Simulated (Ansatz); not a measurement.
What does this script print? It uses Ansatz's Python interface.

Input file `input.yaml`:
```yaml
crystal:
  lattice:
    - [2.115211, -4.359311, 0.0]
    - [2.115211, 4.359311, 0.0]
    - [0.0, 0.0, 2.499596]
  atoms:
    - { symbol: C, position: [0.648215, 0.981391, 0.0] }
    - { symbol: C, position: [0.351785, 0.018609, 0.0] }
    - { symbol: C, position: [0.018609, 0.351785, 0.0] }
    - { symbol: C, position: [0.981391, 0.648215, 0.0] }
    - { symbol: C, position: [0.404729, 0.226375, 0.5] }
    - { symbol: C, position: [0.595271, 0.773625, 0.5] }
    - { symbol: C, position: [0.773625, 0.595271, 0.5] }
    - { symbol: C, position: [0.226375, 0.404729, 0.5] }
kpoints:
  mp_grid: { grid: [6, 6, 9] }
hamiltonian:
  xc: lda
scf:
  occupations: { method: gaussian, width: 0.05 }
output:
  forces: true
basis:
  xc_grid: 4
  ecutrho_ratio: 9
```

`c.py`:
```python
'''Run a YAML input for C from Python.'''

import ansatz as az
import numpy as np


def main() -> None:
    outcome = az.Session.from_deck('input.yaml').plan(threads=1).execute()
    data = outcome.report

    print('%-22s %14.5f eV' % ('F = E - TS', data['free_energy_ev']))
    print('%-22s %14.5f eV' % ('E', data['internal_energy_ev']))
    print('%-22s %14.5f eV' % ('Harris-Foulkes', data['harris_foulkes_ev']))
    print('%-22s %14.5f eV' % ('Fermi level', data['fermi_energy_ev']))

    # forces, one row an atom
    forces = np.array(data['forces_ev_ang'])
    norms = np.linalg.norm(forces, axis=1)
    print('largest force {:.4f} eV/A on atom {}'.format(norms.max(), norms.argmax()))
    print(np.array2string(forces, precision=4, suppress_small=True))


if __name__ == '__main__':
    main()
```

```console
$ python c.py
DeckWarning: basis.ecutwfc = 420 eV, auto-derived from the records' recommended cutoffs: set by C (normal level)
F = E - TS                -1942.79861 eV
E                         -1942.79861 eV
Harris-Foulkes            -1942.79861 eV
Fermi level                  14.52619 eV
largest force 0.0289 eV/A on atom 7
[[-0.0129  0.0141  0.    ]
 [ 0.0129 -0.0141 -0.    ]
 [ 0.0129  0.0141 -0.    ]
 [-0.0129 -0.0141  0.    ]
 [-0.0109 -0.0268  0.    ]
 [ 0.0109  0.0268 -0.    ]
 [ 0.0109 -0.0268 -0.    ]
 [-0.0109  0.0268  0.    ]]
```
(Warnings from the package without file and line, repeats left out.)

What to keep in mind:
- These settings explore the input space; cutoff and mesh may be short of convergence.
- An absolute Fermi energy rests on an arbitrary zero of the periodic potential and has no direct meaning.
- An opening on this mesh may only mean that it misses a point where bands touch.
- This isn't the structure that C takes at ambient conditions.
- It ran for 3.4 s on 1 thread of Arm Neoverse V2, on a shared host, peak memory 0.46 GiB.

(Lines on the test bed's own set-up are left out of the output.)
